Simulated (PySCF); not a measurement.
# C4H5B: the cost of one run

Programs: PySCF 2.14.0, with density-fitted response routines of our own. Each step states its level of theory. These are calculated values for one molecule in the gas phase, unless marked as measured. Atoms count from 0, in the outputs and in this text.

### Step 1. The molecule as given

10 atoms, charge 0, multiplicity 1; geometry from: GFN2-xTB. The atoms were then displaced at random by about 0.01 Å, so the start is not that level's minimum.

Bonds of the start (Å): B0–C1 1.56, C1–C2 1.34, C2–C3 1.45, C3–C4 1.17, B0–H5 1.14, B0–H6 1.17, C1–H7 1.07, C2–H8 1.09, C4–H9 1.05.

### Step 2. Relaxing the molecule at PBE0-D3(BJ)/def2-SVP

The job: settings as JSON, then the geometry in Å.

```
{"job": {"xc": "PBE0", "basis": "def2-SVP", "d3": "d3bj", "grid": 1, "shake": 0.01, "kind": "geom"}, "charge": 0, "multiplicity": 1}
B     -1.040870    -1.373590     0.412220
C     -1.185180     0.181340     0.435230
C     -0.170170     1.042670     0.281690
C      1.220780     0.667910     0.084900
C      2.345180     0.395330    -0.097090
H     -0.022960    -1.849270     0.246710
H     -2.008350    -2.009810     0.547670
H     -2.135420     0.653030     0.580560
H     -0.304580     2.126290     0.343040
H      3.352020     0.145170    -0.227210
```

Command:

```bash
OMP_NUM_THREADS=1 python probes_run.py task.json out
```

One launch serves the whole session: the jobs run in the order shown.

Q: Estimate the wall time and peak memory of this first job on 1 thread of Arm Neoverse V2, shared host.

About 17 s, with a peak of 0.38 GiB.
